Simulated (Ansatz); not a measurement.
**TiO2 with a defect (N on an O site): a single-point run**

Wanted: field gradients for TiO2 with a defect (N on an O site).

Method: DFT, PBE, plane-wave PAW, default files, scalar-relativistic, in Ansatz 0.2.0.

**1. The system as given**

The structure is orthorhombic, space group Pmm2 (No. 25). The conventional cell has a = 6.494 Å, b = 8.872 Å, c = 6.494 Å, α = 90.00°, β = 90.00°, γ = 90.00°. Ti (site symmetry mm2) has 5 O at 1.95 to 1.98 Å and 1 N at 1.98 Å as nearest neighbours. Ti (site symmetry m) has 6 O at 1.95 to 1.98 Å as nearest neighbours. Ti (site symmetry mm2) is surrounded by 6 O at 1.95 to 1.98 Å. Around Ti (site symmetry m) lie 5 O at 1.95 to 1.98 Å and 1 N at 1.95 Å. Only part of the 20 independent sites is listed.

The input asks for a charge of -1 e on the cell.

Structure file:

```cif
data_structure
_symmetry_space_group_name_H-M 'P 1'
_symmetry_Int_Tables_number 1
_cell_length_a 6.4944
_cell_length_b 6.4944
_cell_length_c 8.8722
_cell_angle_alpha 90.000
_cell_angle_beta 90.000
_cell_angle_gamma 90.000
_cell_volume 374.20
loop_
_atom_site_label
_atom_site_type_symbol
_atom_site_fract_x
_atom_site_fract_y
_atom_site_fract_z
_atom_site_occupancy
Ti1 Ti 0.00000 0.00000 0.00000 1
Ti2 Ti 0.00000 0.00000 0.33333 1
Ti3 Ti 0.00000 0.00000 0.66667 1
Ti4 Ti 0.50000 0.50000 0.00000 1
Ti5 Ti 0.50000 0.50000 0.33333 1
Ti6 Ti 0.50000 0.50000 0.66667 1
Ti7 Ti 0.50000 0.00000 0.16667 1
Ti8 Ti 0.50000 0.00000 0.50000 1
Ti9 Ti 0.50000 0.00000 0.83333 1
Ti10 Ti 0.00000 0.50000 0.16667 1
Ti11 Ti 0.00000 0.50000 0.50000 1
Ti12 Ti 0.00000 0.50000 0.83333 1
N1 N 0.30496 0.00000 0.00000 1
O1 O 0.30496 0.00000 0.33333 1
O2 O 0.30496 0.00000 0.66667 1
O3 O 0.80496 0.50000 0.00000 1
O4 O 0.80496 0.50000 0.33333 1
O5 O 0.80496 0.50000 0.66667 1
O6 O 0.50000 0.30496 0.16667 1
O7 O 0.50000 0.30496 0.50000 1
O8 O 0.50000 0.30496 0.83333 1
O9 O 0.00000 0.80496 0.16667 1
O10 O 0.00000 0.80496 0.50000 1
O11 O 0.00000 0.80496 0.83333 1
O12 O 0.69504 0.00000 0.00000 1
O13 O 0.69504 0.00000 0.33333 1
O14 O 0.69504 0.00000 0.66667 1
O15 O 0.19504 0.50000 0.00000 1
O16 O 0.19504 0.50000 0.33333 1
O17 O 0.19504 0.50000 0.66667 1
O18 O 0.50000 0.69504 0.16667 1
O19 O 0.50000 0.69504 0.50000 1
O20 O 0.50000 0.69504 0.83333 1
O21 O 0.00000 0.19504 0.16667 1
O22 O 0.00000 0.19504 0.50000 1
O23 O 0.00000 0.19504 0.83333 1
```

**2. The calculation**

Input file input.yaml:

```yaml
crystal:
  lattice:
    - [4.5922, 4.5922, 0.0]
    - [-4.5922, 4.5922, 0.0]
    - [0.0, 0.0, 8.8722]
  atoms:
    - { symbol: Ti, position: [0.0, 0.0, 0.0] }
    - { symbol: Ti, position: [0.0, 0.0, 0.3333333333] }
    - { symbol: Ti, position: [0.0, 0.0, 0.6666666667] }
    - { symbol: Ti, position: [0.5, 0.5, 0.0] }
    - { symbol: Ti, position: [0.5, 0.5, 0.3333333333] }
    - { symbol: Ti, position: [0.5, 0.5, 0.6666666667] }
    - { symbol: Ti, position: [0.5, 0.0, 0.1666666667] }
    - { symbol: Ti, position: [0.5, 0.0, 0.5] }
    - { symbol: Ti, position: [0.5, 0.0, 0.8333333333] }
    - { symbol: Ti, position: [0.0, 0.5, 0.1666666667] }
    - { symbol: Ti, position: [0.0, 0.5, 0.5] }
    - { symbol: Ti, position: [0.0, 0.5, 0.8333333333] }
    - { symbol: "N", position: [0.30496, 0.0, 0.0] }
    - { symbol: O, position: [0.30496, 0.0, 0.3333333333] }
    - { symbol: O, position: [0.30496, 0.0, 0.6666666667] }
    - { symbol: O, position: [0.80496, 0.5, 0.0] }
    - { symbol: O, position: [0.80496, 0.5, 0.3333333333] }
    - { symbol: O, position: [0.80496, 0.5, 0.6666666667] }
    - { symbol: O, position: [0.5, 0.30496, 0.1666666667] }
    - { symbol: O, position: [0.5, 0.30496, 0.5] }
    - { symbol: O, position: [0.5, 0.30496, 0.8333333333] }
    - { symbol: O, position: [0.0, 0.80496, 0.1666666667] }
    - { symbol: O, position: [0.0, 0.80496, 0.5] }
    - { symbol: O, position: [0.0, 0.80496, 0.8333333333] }
    - { symbol: O, position: [0.69504, 0.0, 0.0] }
    - { symbol: O, position: [0.69504, 0.0, 0.3333333333] }
    - { symbol: O, position: [0.69504, 0.0, 0.6666666667] }
    - { symbol: O, position: [0.19504, 0.5, 0.0] }
    - { symbol: O, position: [0.19504, 0.5, 0.3333333333] }
    - { symbol: O, position: [0.19504, 0.5, 0.6666666667] }
    - { symbol: O, position: [0.5, 0.69504, 0.1666666667] }
    - { symbol: O, position: [0.5, 0.69504, 0.5] }
    - { symbol: O, position: [0.5, 0.69504, 0.8333333333] }
    - { symbol: O, position: [0.0, 0.19504, 0.1666666667] }
    - { symbol: O, position: [0.0, 0.19504, 0.5] }
    - { symbol: O, position: [0.0, 0.19504, 0.8333333333] }
total_charge: -1
kpoints:
  mp_grid: { grid: [3, 3, 2] }
scf:
  occupations: { method: methfessel_paxton, width: 5.0 }
  max_iter: 60
hamiltonian:
  xc: pbe
  pseudopotentials: { kind: paw }
output:
  forces: true
  stress: true
  populations: true
  efg:
    quadrupole_moments_barn: { Ti: 0.247, "N": 0.02044, O: -0.02558 }
    contact_densities: true
```

Command:

```
$ ansatz run input.yaml --threads 1 --pin off --max-ram 3072MiB --backend cpu --events-out ev --progress --plain --runs-dir out
```

Standard output, cut to the lines that bear on the results:

```text
Warning: RAYON_NUM_THREADS=1 ignored (pool sized by the plan → 1); use --threads N
band count auto-derived: 323 (N_el = 288.0; filled up to band 144; 180 by the electrons, moments and atoms)
[...]
Pseudopotentials: kind: paw
Pseudopotential: Ti, paw, valence charge 12, recommended cutoff 420 eV (normal), Ti.paw.azcp
Pseudopotential: N, paw, valence charge 5, recommended cutoff 420 eV (normal), N.paw.azcp
Pseudopotential: O, paw, valence charge 6, recommended cutoff 420 eV (normal), O.paw.azcp
Functional definition: PBE
[...]
Crystal: 36 atoms, lattice volume = 374.199 Å³
Basis set: ecut = 420 eV, 7337 PW (Γ), exchange–correlation on 90×90×120 points (8 copies of the dense FFT grid, shifted against one another)
Bands: 323, of which v1, the nominal top of the filled ones, is band 144 counted from 1 (143 counted from 0)
Symmetry: 4 space group operations
Space group: Pmm2 (ITA 25), of the structure as read, at distance tolerance 7.2e-5 Å
k-points: 8 of 18 (time reversal used)
[...]
SCF iter   1: F=—  HF=-43451.123947 eV  |F-HF|=—  |Δ(HF+E_count)|=         —  Δρ=8.03e-2  dr2=2.99e1  ethr=1.77e-3  ⟨swp⟩=9.1  Hψ=14102  notcnv=0
[...]
SCF iter   8: F=-43447.517138 eV  HF=-43447.517138 eV  |F-HF|=7.37e-9  |Δ(HF+E_count)|=   2.26e-8  S|Δr|=    0.00e0  Δρ=1.53e-6  dr2=8.71e-9  ethr=3.47e-11  ⟨swp⟩=3.5  Hψ=6338  notcnv=0
[...]
SCF converged after 8 iterations
[...]
            electrostatic potential = -624.474672 V   contact ρ = 2157.821705 e/Å³
[...]
            electrostatic potential = -624.474370 V   contact ρ = 2157.867000 e/Å³
[...]
            electrostatic potential = -624.474342 V   contact ρ = 2157.821406 e/Å³
[...]
            electrostatic potential = -624.474370 V   contact ρ = 2157.867000 e/Å³
[...]
            electrostatic potential = -624.474788 V   contact ρ = 2157.871129 e/Å³
[...]
            electrostatic potential = -624.474342 V   contact ρ = 2157.821353 e/Å³
[...]
            electrostatic potential = -624.474788 V   contact ρ = 2157.871129 e/Å³
--- Band table (eV; the first three rows and the last of 8) ---
[...]
--- Löwdin populations: 36 sites ---
  site symbol       q [e]
     0     Ti     10.8357
     1     Ti     10.7917
     2     Ti     10.7917
     3     Ti     10.7907
     4     Ti     10.7934
     5     Ti     10.7934
     6     Ti     10.8344
     7     Ti     10.7935
     8     Ti     10.8344
     9     Ti     10.7926
    10     Ti     10.7932
    11     Ti     10.7926
    12      N      5.5539
    13      O      6.6110
    14      O      6.6110
    15      O      6.6139
    16      O      6.6141
    17      O      6.6141
    18      O      6.6102
    19      O      6.6140
    20      O      6.6102
    21      O      6.6095
    22      O      6.6139
    23      O      6.6095
    24      O      6.6069
    25      O      6.6136
    26      O      6.6136
    27      O      6.6119
    28      O      6.6138
    29      O      6.6138
    30      O      6.6102
    31      O      6.6140
    32      O      6.6102
    33      O      6.6095
    34      O      6.6139
    35      O      6.6095
  spilling = 0.002558 (of n_electrons = 288.000000)
```

It took 2 min on 1 thread of Intel Xeon Platinum 8488C (Sapphire Rapids), shared host; peak memory 1.5 GiB.

**3. Can this be trusted?**

This run ends as converged. That alone doesn't make the input a sound one.

In the input, scf.occupations.method is methfessel_paxton; scf.occupations.width is 5.0. The width is far wider than usual, so occupations near the Fermi level are blurred and the entropy term grows.

To check: set scf.occupations.method to fermi_dirac and scf.occupations.width to 0.01.

**4. A check with that setting changed**

Other changes include scf.max_iter, output requests.

Changes to input.yaml since step 2:

```diff
@@ -46,4 +46,3 @@
 scf:
-  occupations: { method: methfessel_paxton, width: 5.0 }
-  max_iter: 60
+  occupations: { method: fermi_dirac, width: 0.01 }
 hamiltonian:
@@ -58 +57,5 @@
     contact_densities: true
+  write_density: true
+  write_potential: true
+  elf: true
+  volumetric_format: npy
```

Command:

```
$ ansatz run input.yaml --threads 1 --pin off --max-ram 3072MiB --backend cpu --events-out ev --progress --plain --runs-dir out
```

The main lines of its log:

```text
[...]
Basis set: ecut = 420 eV, 7337 PW (Γ), exchange–correlation on 90×90×120 points (8 copies of the dense FFT grid, shifted against one another)
[...]
k-points: 8 of 18 (time reversal used)
[...]
SCF iter   1: F=—  HF=-43468.076146 eV  |F-HF|=—  |Δ(HF+E_count)|=         —  Δρ=1.24e-2  dr2=9.96e-1  ethr=1.77e-3  ⟨swp⟩=4.2  Hψ=5129  notcnv=0  defer=30
preconditioner: auto → Resta (q_TF=auto, 2.612 Å⁻¹)  ε∞=8.8  [insulator: Δε(μ)=1.650 eV  Ē_g=9.514 eV  σ=0.010 eV  W_gap=1.00  n_scr=122 (ndim 8)  ℏωp=26.6 eV  f_vac=0.016  D(μ)=0.00/eV (n_scr^D=0)  ε∞_Penn≈8.8]
SCF iter   2: F=—  HF=-43467.919447 eV  |F-HF|=—  |Δ(HF+E_count)|=   1.57e-1  Δρ=6.51e-3  dr2=1.49e-1  ethr=3.46e-4  ⟨swp⟩=2.0  Hψ=2300  notcnv=0  defer=228
[...]
SCF iter  11: F=—  HF=-43467.889553 eV  |F-HF|=—  |Δ(HF+E_count)|=   2.35e-8  Δρ=5.56e-6  dr2=1.33e-7  ethr=3.12e-10  ⟨swp⟩=2.0  Hψ=1932  notcnv=0  defer=228
SCF iter  12: F=-43467.889553 eV  HF=-43467.889553 eV  |F-HF|=5.01e-9  |Δ(HF+E_count)|=   2.61e-8  Δρ=2.82e-6  dr2=3.22e-8  ethr=3.47e-11  ⟨swp⟩=13.5  Hψ=9248  notcnv=0
[...]
SCF converged after 12 iterations
Free energy (F): -43467.889553 eV
[...]
E sigma→0 (E₀):  -43467.889553 eV
Fermi energy:    10.396305 eV
[...]
  P = ⅓ Tr σ = 4.8369 GPa (48.369 kbar)
[...]
```

Run time: 82 s. Hardware: 1 thread of Intel Xeon Platinum 8488C (Sapphire Rapids), shared host; peak memory 0.98 GiB.

Like atoms gathered into sites: 12 of 20, those nearest the defect, the farthest of each element and the two largest gradients.

```tsv
site	atoms	distance from the defect (Å)	V_zz (10²¹ V/m²)	η	C_Q (MHz)
N	13	0.00	2.09	0.18	1.03 (¹⁴N)
Ti7	7, 9	1.95	-4.39	0.49	-26.2 (⁴⁹Ti)
Ti1	1	1.98	2.46	0.87	14.7 (⁴⁹Ti)
O25	25	2.53	-1.58	0.55	0.978 (¹⁷O)
O19	19, 21, 31, 33	2.78	2.08	0.99	-1.29 (¹⁷O)
O22	22, 24, 34, 36	2.78	-2.66	0.92	1.64 (¹⁷O)
O14	14, 15	2.96	2.21	0.72	-1.37 (¹⁷O)
O28	28	3.32	-2.51	0.96	1.55 (¹⁷O)
Ti4	4	3.49	-2.41	0.50	-14.4 (⁴⁹Ti)
Ti8	8	4.61	-2.69	0.49	-16.1 (⁴⁹Ti)
O17	17, 18	5.46	-2.48	0.98	1.54 (¹⁷O)
Ti11	11	5.84	-2.17	0.21	-12.9 (⁴⁹Ti)
```

Conventions: |V_zz| ≥ |V_yy| ≥ |V_xx|, η = (V_xx − V_yy)/V_zz, C_Q = eQV_zz/h. Q values from Pyykkö, Mol. Phys. 116, 1328 (2018).

```tsv
run	ending	energy change	pressure (GPa)	gap (eV)	force (eV/Å)	cycles	time
first try	converged	+524.6 meV/atom (σ→0)	11.5	2.69	0.88	8	2 min
second try	converged	0	4.8	1.15	2.36	12	82 s
```

**5. Outcome**

| quantity | value |
| --- | --- |
| first try | converged, 8 SCF cycles |
| fault in the input | smearing far too wide |
| second try | converged, 12 SCF cycles |
| energy (zero set by the potentials) | -43467.8896 eV |
| pressure | 4.84 GPa |
| gap on the mesh | 1.15 eV |
| largest force | 2.359 eV/Å |
| largest V_zz in size | 4.39 × 10²¹ V/m² at Ti7 |

**Reading.** Both runs converge, but the first lies +524.6 meV/atom from the second (σ→0 energies, a poor extrapolation at such a width); on mending, the pressure goes from 11.5 to 4.8 GPa, the gap on the mesh goes from 2.69 to 1.15 eV, the largest force goes from 0.88 to 2.36 eV/Å. The second, on usual settings, is the one to trust of the two, though its own convergence isn't tested here. The largest force in the second run is 2.359 eV/Å, so the atoms are not at their relaxed places.

These are semilocal Kohn-Sham gaps, which aren't the measured quantity. Such gaps usually fall short of the measured ones.
